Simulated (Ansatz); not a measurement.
**AlGaNH (singlet): wave-function methods side by side, cc-pVDZ**

One table from this session's results is given with a row withheld; the runs are named, their logs left out.

Computed with Ansatz 0.2.0, Gaussian basis. Level: cc-pVDZ, core rule «outside noble gas», up to 20 orbitals frozen.

To be run: UHF; CCSD(T) on RHF; CCSD(T) on UHF; BCCD(T) on RHF; CISD; CCSDT(Q) on RHF; CCSDT(Q) on UHF; CASSCF and MRCISD+Q, 8 electrons in 8 orbitals; CASSCF and NEVPT2, 8 electrons in 8 orbitals.

29 further runs of the same task are left out: 1 for a known fault of the program, 15 that didn't finish, 13 set aside as unsound or not needed. Runs told in other sessions of the task aren't counted.

## What is computed

The geometry is a PBE0/def2-TZVP stationary point (not a proven minimum) of the parent state, kept for this charge and spin. No spin-orbit coupling is included. The filled d shell of Ga may be among the frozen orbitals whatever the setting's name suggests.

4 atoms, charge 0, spin multiplicity 1.

Atoms are counted from 1 here; the program's logs count them from 0.

Bond lengths: Al1–Ga2 2.500 Å, Ga2–N3 1.751 Å, N3–H4 1.022 Å. Angles: Al1–Ga2–N3 166.9°, Ga2–N3–H4 114.7°.

Set-up of the first run:

The input, in.yaml:

```yaml
crystal:
  periodic: [false, false, false]
  atoms:
    - {symbol: Al, position_ang: [0.000021, -0.136638, 2.881445]}
    - {symbol: Ga, position_ang: [0.000052, -0.021326, 0.384016]}
    - {symbol: N, position_ang: [0.000018, -0.338664, -1.338437]}
    - {symbol: H, position_ang: [-0.000090, 0.496627, -1.927023]}
basis:
  gaussian: {orbitals: cc-pVDZ}
magnetization: {spin_polarized: true, initial_magnetization: 0}
hamiltonian: {xc: hf}
output: {orbitals: {seedname: orbitals}}
```

Launch:

```console
$ ansatz run in.yaml --threads 1 --pin off --events-out ev --progress --plain --max-ram 2393MiB
```

Among the steps run: UHF; CCSD(T) on RHF; CCSD(T) on UHF; BCCD(T) on RHF; CISD; CCSDT(Q) on RHF; CCSDT(Q) on UHF; CASSCF and MRCISD+Q, 8 electrons in 8 orbitals; CASSCF and NEVPT2, 8 electrons in 8 orbitals.

One table of the session follows, with a row left open; its other results are not shown here.

```
           method  from RCCSDT(Q) (meV)
              RHF                     ?
              UHF               +8467.3
             RMP2               +1146.2
            RCCSD                +584.7
         RCCSD(T)                +115.6
          BCCD(T)                +120.5
           RCCSDT                 +85.0
        RCCSDT(Q)                     0
  CASSCF frontier               +5207.1
  MRCISD frontier                +673.7
MRCISD+Q frontier                +159.2
```

**Question.** Estimate the row for RHF.

The run gave: from RCCSDT(Q) (meV): +9031.3. In the column «from RCCSDT(Q) (meV)» it is the highest.

Not comparable, so not listed: CCSD(T) on UHF; CASSCF and NEVPT2, 8 electrons in 8 orbitals (they don't share determinant, frozen orbitals or solution with the rows shown, or repeat one).

To keep in mind: The determinant of HF (⟨S²⟩ 1.10) is far from a pure spin state, so its energy mixes those of several spin states; that is harmless only where they are near-degenerate. Warnings: restricted reference is unstable; spin contamination; large T1 diagnostic. Warnings in the runs' records: passed over end.
